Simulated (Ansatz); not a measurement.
# Ga₂F (doublet): from Hartree-Fock to the top rungs at a displaced geometry (v1), cc-pVDZ

An exercise on one series of results from a longer session: the logs are not shown, and one member is left open.

Method: cc-pVDZ, core rule «outside noble gas», up to 29 orbitals frozen; program: Ansatz 0.2.0, Gaussian basis.

Plan: UHF; CCSD(T) on ROHF; CCSD(T) on UHF; BCCD(T) on ROHF; CISD; CCSDT(Q) on ROHF; CCSDT(Q) on UHF.

29 further runs of the same task are left out: 8 for a known fault of the program, 10 that didn't finish, 11 set aside as unsound or not needed.

## The geometry

The geometry is a PBE0/def2-TZVP stationary point (not a proven minimum) with its atoms shifted at random (size 0.040 Å). No spin-orbit coupling is included. The filled d shell of Ga may be among the frozen orbitals whatever the setting's name suggests; the logs give the count.

3 atoms, charge 0, spin multiplicity 2.

Atoms are counted from 1 here; the program's logs count them from 0.

Bond lengths: F1–Ga2 2.004 Å, F1–Ga3 2.093 Å. Angles: Ga2–F1–Ga3 90.5°.

Geometry (Å):

| atom | x (Å) | y (Å) | z (Å) |
| --- | --- | --- | --- |
| F1 | -0.0204 | -1.2695 | 0.0286 |
| Ga2 | -0.0212 | 0.1433 | 1.4504 |
| Ga3 | 0.0268 | 0.2026 | -1.4582 |

The first run:

Contents of in.yaml:

```yaml
crystal:
  periodic: [false, false, false]
  atoms:
    - {symbol: F, position_ang: [-0.020373, -1.269498, 0.028568]}
    - {symbol: Ga, position_ang: [-0.021206, 0.143304, 1.450387]}
    - {symbol: Ga, position_ang: [0.026758, 0.202614, -1.458172]}
basis:
  gaussian: {orbitals: cc-pVDZ}
magnetization: {spin_polarized: true, initial_magnetization: 1}
hamiltonian: {xc: hf}
output: {orbitals: {seedname: orbitals}}
```

Command:

```
ansatz run in.yaml --threads 1 --pin off --events-out ev --progress --plain --max-ram 2393MiB
```

Among the steps run: UHF; CCSD(T) on ROHF; CCSD(T) on UHF; BCCD(T) on ROHF; CISD; CCSDT(Q) on ROHF; CCSDT(Q) on UHF.

One table of the session follows, with a row left open; its other results are not shown here.

It belongs to the step «Misses and costs». 

| method | from UCCSDT(Q) (kJ/mol) |
| --- | --- |
| ROHF | +819.9 |
| UHF | +806.2 |
| RMP2 | +84.7 |
| UMP2 | +87.0 |
| RCCSD | +24.2 |
| UCCSD | +23.7 |
| RCCSD(T) | +4.6 |
| UCCSD(T) | +4.5 |
| BCCD(T) | +4.0 |
| RCCSDT | +2.3 |
| UCCSDT | +2.0 |
| RCCSDT(Q) | ? |
| UCCSDT(Q) | 0 |

Q: Estimate the row for RCCSDT(Q) from the others.

The run gave: from UCCSDT(Q) (kJ/mol): +0.7. In the column «from UCCSDT(Q) (kJ/mol)» it lies between UCCSDT(Q) (0) and UCCSDT (+2.0).

Not comparable, so not listed: CISD (they don't share determinant, frozen orbitals or solution with the rows shown, or repeat one).

Caveats from the session: Restricted and unrestricted rows rest on different reference determinants; where their highest levels disagree by more than a few hundredths of an eV, they describe different states and don't form one ladder.
